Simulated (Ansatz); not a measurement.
# FH3NSSi radical: one species, many methods

An exercise on one series of results from a longer session: the logs are not shown, and one member is left open.

Computed with Ansatz 0.2.0, Gaussian basis. Level: functionals in def2-TZVPP, the program's frozen cores in correlated methods.

Levels to be run: LDA (SPW92), PBE-D4, revPBE-D4, BLYP-D4, r2SCAN-D4, B97M-V, PBE0-D4, B3LYP-D4, r2SCANh-D4, r2SCAN0-D4, HSE06-D4, BHLYP-D4, CAM-B3LYP-D4, LC-ωPBE, ωB97X-V, ωB97M-V, B2PLYP, PBE-QIDH; CCSD(T)/def2-SVP; CCSD(T)/def2-TZVPP; MP2/def2-QZVPP; extrapolation to the limit; RPA on PBE.

**The geometry**

All runs share one geometry, relaxed beforehand with PBE0-D4 in a triple-zeta def2 set.

SMILES `N[SiH](F)[S]`, 7 atoms, charge 0, spin multiplicity 2.

Atoms are counted from 1 here; the program's logs count them from 0.

Bond lengths: N1–Si2 1.692 Å, N1–H5 1.006 Å, N1–H6 1.006 Å, Si2–F3 1.597 Å, Si2–S4 2.108 Å, Si2–H7 1.476 Å. Angles: Si2–N1–H5 123.6°, Si2–N1–H6 122.9°, H5–N1–H6 113.5°, N1–Si2–F3 115.1°, N1–Si2–S4 105.4°, N1–Si2–H7 107.6°, F3–Si2–S4 106.5°, F3–Si2–H7 106.1°, S4–Si2–H7 116.5°.

Geometry (Å):

```csv
atom,x (Å),y (Å),z (Å)
N1,-0.93156,-0.46669,-0.12921
Si2,0.60117,0.18484,0.16715
F3,0.68554,1.17260,1.41866
S4,1.05850,1.33730,-1.53790
H5,-1.70102,0.06607,-0.49804
H6,-1.16418,-1.42551,0.06636
H7,1.51286,-0.93661,0.46739
```

Set-up of the first run:

in.yaml

```yaml
crystal:
  periodic: [false, false, false]
  atoms:
    - {symbol: N, position_ang: [-0.931563, -0.466693, -0.129215]}
    - {symbol: Si, position_ang: [0.601168, 0.184839, 0.167153]}
    - {symbol: F, position_ang: [0.685540, 1.172605, 1.418661]}
    - {symbol: S, position_ang: [1.058503, 1.337297, -1.537904]}
    - {symbol: H, position_ang: [-1.701023, 0.066075, -0.498041]}
    - {symbol: H, position_ang: [-1.164183, -1.425509, 0.066359]}
    - {symbol: H, position_ang: [1.512859, -0.936614, 0.467387]}
basis:
  gaussian: {orbitals: def2-TZVPP}
magnetization: {spin_polarized: true, initial_magnetization: 1}
hamiltonian: {xc: lda}
output: {orbitals: {seedname: orbitals}}
```

The run is started by

```
ansatz run in.yaml --threads 4 --pin off --events-out ev --progress --plain --max-ram 10444MiB
```

Among the steps run: LDA; PBE-D4 (GGA); revPBE-D4 (GGA); BLYP-D4 (GGA); r2SCAN-D4 (meta-GGA); B97M-V (meta-GGA); PBE0-D4 (hybrid); B3LYP-D4 (hybrid); r2SCANh-D4 (hybrid); r2SCAN0-D4 (hybrid); HSE06-D4 (hybrid); BHLYP-D4 (hybrid); CAM-B3LYP-D4 (range-separated); LC-ωPBE (range-separated); ωB97X-V (range-separated); ωB97M-V (range-separated); B2PLYP (double hybrid); PBE-QIDH (double hybrid).

One of the session's tables, all rows but one given; the rest of the session is left out.

It belongs to the step «Frontier levels by functional». 

```
  functional  HOMO (eV)  LUMO (eV)  gap (eV)
 LDA (SPW92)      -6.19      -5.95      0.24
      PBE-D4          ?          ?         ?
   revPBE-D4      -6.09      -5.44      0.65
     BLYP-D4      -5.96      -5.46      0.50
   r2SCAN-D4      -6.49      -5.26      1.23
      B97M-V      -6.56      -5.42      1.13
     PBE0-D4      -7.51      -4.52      2.99
    B3LYP-D4      -7.23      -4.86      2.37
  r2SCANh-D4      -6.99      -4.87      2.12
  r2SCAN0-D4      -7.72      -4.26      3.46
    HSE06-D4      -7.10      -4.91      2.19
    BHLYP-D4      -8.67      -3.39      5.27
CAM-B3LYP-D4      -8.89      -3.40      5.48
     LC-ωPBE     -10.36      -1.95      8.41
     ωB97X-V      -9.95      -2.43      7.52
     ωB97M-V      -9.74      -2.53      7.20
```

Estimate the missing values for PBE-D4.

As computed: HOMO (eV): -6.13; LUMO (eV): -5.55; gap (eV): 0.58. In the column «HOMO (eV)» it lies between LDA (SPW92) (-6.19) and revPBE-D4 (-6.09).
